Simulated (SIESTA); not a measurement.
The system is Hf2Pd2Se2Br2O3.

```
CELL_PARAMETERS angstrom
5.76069 0.00496 -0.00286
-0.52750 5.84664 0.03413
-1.48435 -0.92642 6.64586
ATOMIC_POSITIONS crystal
Hf 0.74540 0.39602 0.34989
Hf 0.28763 0.45322 0.59401
Pd 0.90854 0.13294 0.84849
Pd 0.25249 0.90323 0.35874
Se 0.63469 0.40355 0.93716
Se 0.62597 0.78174 0.53023
Br 0.85273 0.99089 0.15355
Br 0.22526 0.82084 0.86223
O 0.96040 0.28925 0.59026
O 0.43233 0.24524 0.40864
O 0.07457 0.58308 0.36682
```

The cell was built by a generator and needn't be a form met in nature.

| Quantity | Value |
| --- | --- |
| Program | SIESTA 5.4.2 |
| Task | single point |
| Functional | PBE |
| Potentials or basis | PseudoDojo 0.4 standard (PBE files) |
| Basis | DZP (energy shift 0.003 Ry; two zetas on semicore shells) |
| Grid cutoff | 800 Ry |
| Energy shift | 0.003 Ry |
| k mesh | 5 × 5 × 4 |
| Occupations | fermi-dirac, width 0.05 eV |
| Spin | no spin polarisation |

On this cell: pressure 1.7 GPa; largest force 0.589 eV/Å; band gap on the k mesh 0.12 eV, indirect (least direct gap 0.36 eV).

The same run follows on a disturbed copy (atoms moved at random, drawn with an rms of 0.05 Å):

```
Hf Pd Se Br O
1.0
     5.76069    0.00496   -0.00286
    -0.52750    5.84664    0.03413
    -1.48435   -0.92642    6.64586
Hf Pd Se Br O
2 2 2 2 3
Direct
  0.74072 0.39809 0.34450
  0.28143 0.44845 0.59043
  0.90719 0.12475 0.84565
  0.25296 0.90122 0.36005
  0.63691 0.39567 0.93956
  0.63328 0.78215 0.52631
  0.85022 0.98976 0.15496
  0.22912 0.81288 0.86103
  0.95900 0.29537 0.59757
  0.42995 0.24839 0.40430
  0.07281 0.58842 0.36556
```

Question: What changes?

Answer: The energy moves by +5.2 meV/atom; pressure 1.5 GPa; largest force 0.762 eV/Å; band gap on the k mesh none (metal or under the smearing width).

Forces on the atoms (eV/Å):
```
Hf   0.196 -0.126  0.249
Hf   0.081  0.361  0.497
Pd   0.306 -0.137 -0.021
Pd  -0.166  0.639 -0.251
Se  -0.480  0.518 -0.286
Se   0.085 -0.004  0.351
Br  -0.055 -0.318  0.137
Br   0.093  0.043  0.081
O   -0.153 -0.061 -0.651
O    0.093 -0.316 -0.142
O   -0.001 -0.599  0.036
```

Stress tensor (GPa, compression positive):
```
 1.90 -0.50 -0.28
-0.50  1.76 -0.07
-0.28 -0.07  0.71
```

Caveats: short orbitals over semicore shells can move pressures by several GPa; the basis of atomic orbitals isn't converged, which shifts pressures, moduli and gaps; spin-orbit coupling is left out, which moves the levels of the heavy elements (some runs); an odd mesh through Γ misses points on the zone boundary, where band edges often lie (some runs).
